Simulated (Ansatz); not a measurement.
# KHfO2: the cost of one run

Method: DFT PBE, scalar-relativistic, plane waves, PAW, in Ansatz 0.2.0.

### Step 1. The system as given

It takes space group Cmc2_1 (No. 36, orthorhombic). The conventional cell has a = 6.058 Å, b = 6.248 Å, c = 5.713 Å, α = 90.00°, β = 90.00°, γ = 90.00°. Around K (site symmetry m) lie 6 O at 2.35 to 2.49 Å. Hf (site symmetry m) has 6 O at 2.38 to 2.41 Å as nearest neighbours. Around O (site symmetry 1) lie 3 K at 2.35 to 2.49 Å and 3 Hf at 2.38 to 2.41 Å.

Coordinates:

```xyz
8
Lattice="3.0289 -3.1242 0.0000 3.0289 3.1242 0.0000 0.0000 0.0000 5.7125" Properties=species:S:1:pos:R:3 pbc="T T T"
K     3.0289   -2.3431    1.6663
K     3.0289    2.3431    4.5226
Hf    3.0289   -0.9752    4.4880
Hf    3.0289    0.9752    1.6317
O     1.5547   -0.6289    0.6119
O     4.5032    0.6289    3.4682
O     1.5547    0.6289    3.4682
O     4.5032   -0.6289    0.6119
```

Recipe of the guess: 3-, 6-connected net, the two elements on its two kinds of vertex, guests in its cages (Cmc2_1, No. 36). Lengths come from tabulated atomic sizes and are only a guess.

### Step 2. A first look at the guess

The input, input.yaml:

```yaml
crystal:
  lattice:
    - [3.0289382, -3.12416866, 0.0]
    - [3.0289382, 3.12416866, 0.0]
    - [0.0, 0.0, 5.71251788]
  atoms:
    - { symbol: K, position: [0.875, 0.125, 0.2917] }
    - { symbol: K, position: [0.125, 0.875, 0.7917] }
    - { symbol: Hf, position: [0.65607952, 0.34392048, 0.78564071] }
    - { symbol: Hf, position: [0.34392048, 0.65607952, 0.28564071] }
    - { symbol: O, position: [0.35729042, 0.15599247, 0.10712153] }
    - { symbol: O, position: [0.64270958, 0.84400753, 0.60712153] }
    - { symbol: O, position: [0.15599247, 0.35729042, 0.60712153] }
    - { symbol: O, position: [0.84400753, 0.64270958, 0.10712153] }
basis:
  ecutwfc: 420
kpoints:
  mp_grid: { grid: [4, 4, 4] }
hamiltonian:
  xc: pbe
scf:
  occupations: { method: gaussian, width: 0.1 }
  lower_state_search: "off"
output:
  forces: true
  stress: true
  eigenvalues: true
```

Launch:

```bash
ansatz run input.yaml --threads 1 --pin off --max-ram 2560MiB --backend cpu --events-out ev --progress --plain --runs-dir out
```

What time and memory should one allow on 1 thread of Intel Xeon at 2.70GHz, shared host?

About 9.9 s, with a peak of 0.41 GiB.
